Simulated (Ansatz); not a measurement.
**EuZn3 (AuCu3 type): equation of state**

An exercise on one series of results from a longer session: the logs are not shown, and one member is left open.

Method: DFT PBE+U (U_eff = 6 eV on Eu 4f), scalar-relativistic, plane waves, PAW, in Ansatz 0.2.0.

3 further runs of the same task are left out: 1 for a known fault of the program, 2 that didn't finish. Runs told in other sessions of the task aren't counted.

## Starting point

Symmetry: Pm-3m, No. 221, cubic system. Conventional cell: a = 4.473 Å, b = 4.473 Å, c = 4.473 Å, α = 90.00°, β = 90.00°, γ = 90.00°. Around Eu (site symmetry m-3m) lie 12 Zn at 3.16 Å. Zn (site symmetry 4/mmm) has 4 Eu at 3.16 Å and 8 Zn at 3.16 Å in its first shell of neighbours.

As a file:

```cif
data_structure
_symmetry_space_group_name_H-M 'P 1'
_symmetry_Int_Tables_number 1
_cell_length_a 4.4733
_cell_length_b 4.4733
_cell_length_c 4.4733
_cell_angle_alpha 90.000
_cell_angle_beta 90.000
_cell_angle_gamma 90.000
_cell_volume 89.51
loop_
_atom_site_label
_atom_site_type_symbol
_atom_site_fract_x
_atom_site_fract_y
_atom_site_fract_z
_atom_site_occupancy
Eu1 Eu 0.00000 0.00000 0.00000 1
Zn1 Zn 0.00000 0.50000 0.50000 1
Zn2 Zn 0.50000 0.50000 0.00000 1
Zn3 Zn 0.50000 0.00000 0.50000 1
```

An earlier run at PBE+U (U_eff = 6 eV on Eu 4f) left this cell at 22.378 Å³/atom and -0.04 GPa (6×6×6 mesh).

Volume factors to run: 0.980, 1.020, 0.960, 1.040, 1.070, 1.100, 0.945.

Set-up of the first run:

Input file input.yaml:

```yaml
crystal:
  lattice:
    - [4.4432848679, 0.0, 0.0]
    - [0.0, 4.4432848679, 0.0]
    - [0.0, 0.0, 4.4432848679]
  atoms:
    - { symbol: Eu, position: [0.0, 0.0, 0.0], spin: 7.64 }
    - { symbol: Zn, position: [0.0, 0.5, 0.5] }
    - { symbol: Zn, position: [0.5, 0.5, 0.0] }
    - { symbol: Zn, position: [0.5, 0.0, 0.5] }
basis:
  ecutwfc: 420
  ecutrho_ratio: 4
kpoints:
  mp_grid: { grid: [6, 6, 6] }
hamiltonian:
  xc: pbe
  hubbard:
    sites:
      - { species: Eu, l: f, u_eff: 6.0, starting_ns: start.occupation_matrices }
    ns_hold: { iters: 6 }
scf:
  occupations: { method: gaussian, width: 0.05 }
  lower_state_search: "off"
output:
  forces: true
  stress: true
  eigenvalues: true
  populations: true
  hubbard: { sites: [{ species: Eu, l: f }] }
magnetization:
  spin_polarized: true
```

The open shells start from the occupation matrices of the run at the neighbouring geometry (file start.occupation_matrices).

Launch:

```sh
ansatz run input.yaml --threads 2 --pin off --max-ram 2662MiB --backend cpu --events-out ev --progress --plain --runs-dir out
```

Steps of the session up to this table: At 0.980 of the relaxed volume; Scaling the volume by 1.020; Scaling the volume by 0.960; Scaling the volume by 1.040; At 1.070 of the relaxed volume; Volume × 1.100; Volume × 0.945.

One of the session's tables, all rows but one given; the rest of the session is left out.

It belongs to the step «The fit». 

```
volume (Å³/atom)  energy (meV/atom)  pressure (GPa)  moment of atom 1 (μB)
          21.147               8.28            2.33                   6.93
          21.483               4.16            1.60                   6.93
          21.931                  ?               ?                      ?
          22.378               0.00           -0.04                   6.95
          22.826               1.12           -0.72                   6.95
          23.273               4.02           -1.31                   6.96
          23.945              11.20           -2.08                   6.96
          24.616              21.26           -2.72                   6.96
```

Q: Estimate the row for volume (Å³/atom) = 21.931 from the others.

Worked estimate for «energy (meV/atom)». A straight line through the neighbours (21.483, 4.16) and (22.378, 0.00) gives 4.16 + (0.00 − 4.16) × (21.931 − 21.483) / (22.378 − 21.483) = 2.08; a parabola fitted to 4 rows on both sides gives 0.95.

**Answer.** energy (meV/atom): 0.95; pressure (GPa): 0.73; moment of atom 1 (μB): 6.94. In «energy (meV/atom)» the line misses by +1.13 and the parabola by 0.00.

Limits of these values: Warnings in the runs' records: filled band counts differ across k points, stability check not made.
